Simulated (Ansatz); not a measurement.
# Ba: the cost of one run

Computed with Ansatz 0.2.0 (DFT PBEsol, scalar-relativistic, plane waves, PAW, unless a step's input says otherwise).

1 further run of the same task is left out (it didn't finish).

## (1) The system as given

It takes space group Cmcm (No. 63, orthorhombic). The conventional cell has a = 7.184 Å, b = 5.034 Å, c = 7.190 Å, α = 90.00°, β = 90.00°, γ = 90.00°. Ba (site symmetry m2m) has 8 Ba at 4.37 to 4.41 Å as nearest neighbours.

Coordinates:

```cif
data_structure
_symmetry_space_group_name_H-M 'Cmcm'
_symmetry_Int_Tables_number 63
_cell_length_a 7.1835
_cell_length_b 5.0338
_cell_length_c 7.1900
_cell_angle_alpha 90.000
_cell_angle_beta 90.000
_cell_angle_gamma 90.000
_cell_volume 260.00
loop_
_atom_site_label
_atom_site_type_symbol
_atom_site_symmetry_multiplicity
_atom_site_Wyckoff_symbol
_atom_site_fract_x
_atom_site_fract_y
_atom_site_fract_z
_atom_site_occupancy
Ba1 Ba 4 c 0.50000 0.75323 0.25000 1
```

The structure comes from the Materials Project (structure only).

## (2) A change within the space group

What differs from the listed cell: strain xx, yy, zz, yz, xz, xy = +0.1, -8.7, +0.5, +0.0, +0.0, +0.0 %; atoms moved by 0.10 Å root mean square, at most 0.10 Å.

The input, input.yaml:

```yaml
crystal:
  lattice:
    - [3.5946830667, -2.2973043359, 0.0]
    - [3.5946830667, 2.2973043359, 0.0]
    - [0.0, 0.0, 7.2237664919]
  atoms:
    - { symbol: Ba, position: [0.7269082956, 0.2730917044, 0.25] }
    - { symbol: Ba, position: [0.2730917044, 0.7269082956, 0.75] }
basis:
  ecutwfc: 420
kpoints:
  mp_grid: { grid: [10, 10, 6] }
hamiltonian:
  xc: pbesol
scf:
  occupations: { method: gaussian, width: 0.1 }
output:
  forces: true
  stress: true
  eigenvalues: true
```

The run is started by

```bash
> ansatz run input.yaml --threads 1 --pin off --max-ram 1331MiB --backend cpu --events-out ev --progress --plain --runs-dir out
```

**Question.** How long does this run take on 1 thread of an Arm CPU, shared host, and how much memory does it need?

About 14 s, with a peak of 0.46 GiB.
